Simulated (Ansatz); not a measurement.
**CH6BNSi: small, medium and large basis sets**

The task here is to estimate one member of a computed series from the others.

Computed with Ansatz 0.2.0, Gaussian basis. Level: one geometry, several basis sets.

The runs, in order: PBE0-D4/def2-SVP; ωB97M-V/def2-SVP; PBE0-D4/def2-QZVPP; ωB97M-V/def2-QZVPP; the functionals' def2-TZVPP values are taken from earlier runs.

## The relaxed structure

The geometry comes from an earlier relaxation with PBE0-D4 in a triple-zeta def2 set; it is a stationary point, not always the lowest conformer.

10 atoms, charge 0, spin multiplicity 1.

Atoms are counted from 1 here; the program's logs count them from 0.

Bond lengths: B1–C2 1.548 Å, B1–N3 1.660 Å, B1–H5 1.199 Å, B1–H6 1.199 Å, C2–N3 1.270 Å, C2–H7 1.090 Å, N3–Si4 1.746 Å, Si4–H8 1.481 Å, Si4–H9 1.481 Å, Si4–H10 1.486 Å. Angles: C2–B1–N3 46.5°, C2–B1–H5 118.6°, C2–B1–H6 118.6°, N3–B1–H5 114.5°, N3–B1–H6 114.5°, H5–B1–H6 121.0°, B1–C2–N3 71.4°, B1–C2–H7 161.1°, N3–C2–H7 127.5°, B1–N3–C2 62.1°, B1–N3–Si4 158.1°, C2–N3–Si4 139.8°, N3–Si4–H8 107.8°, N3–Si4–H9 107.8°, N3–Si4–H10 108.9°, H8–Si4–H9 110.4°, H8–Si4–H10 110.9°, H9–Si4–H10 110.9°.

Set-up of the first run:

in.yaml reads:

```yaml
crystal:
  periodic: [false, false, false]
  atoms:
    - {symbol: B, position_ang: [-1.327280, 1.098815, 0.337872]}
    - {symbol: C, position_ang: [0.159102, 1.354866, -0.010415]}
    - {symbol: N, position_ang: [-0.041047, 0.101465, 0.013982]}
    - {symbol: Si, position_ang: [0.830615, -1.392739, -0.220600]}
    - {symbol: H, position_ang: [-2.141435, 1.162893, -0.540363]}
    - {symbol: H, position_ang: [-1.659385, 1.125325, 1.489934]}
    - {symbol: H, position_ang: [1.093965, 1.874425, -0.222908]}
    - {symbol: H, position_ang: [0.178759, -2.128831, -1.327757]}
    - {symbol: H, position_ang: [0.745573, -2.169508, 1.037177]}
    - {symbol: H, position_ang: [2.244234, -1.077911, -0.553923]}
basis:
  gaussian: {orbitals: def2-SVP}
hamiltonian: {xc: pbe0, dispersion: d4}
output: {orbitals: {seedname: orbitals}}
```

The run is started by

```sh
ansatz run in.yaml --threads 2 --pin off --events-out ev --progress --plain --max-ram 4352MiB
```

Steps of the session up to this table: PBE0-D4 in def2-SVP; ωB97M-V in def2-SVP; PBE0-D4 in def2-QZVPP; ωB97M-V in def2-QZVPP.

One table of the session follows, with a row left open; its other results are not shown here.

It belongs to the step «Density functionals: the series». 

```
functional       basis  HOMO (eV)
   PBE0-D4    def2-SVP          ?
   PBE0-D4  def2-TZVPP      -7.91
   PBE0-D4  def2-QZVPP      -7.92
   ωB97M-V    def2-SVP     -10.06
   ωB97M-V  def2-TZVPP     -10.20
   ωB97M-V  def2-QZVPP     -10.21
```

**Question.** Estimate the row for PBE0-D4, def2-SVP.

The run gave: HOMO (eV): -7.81. In the column «HOMO (eV)» it is the highest.
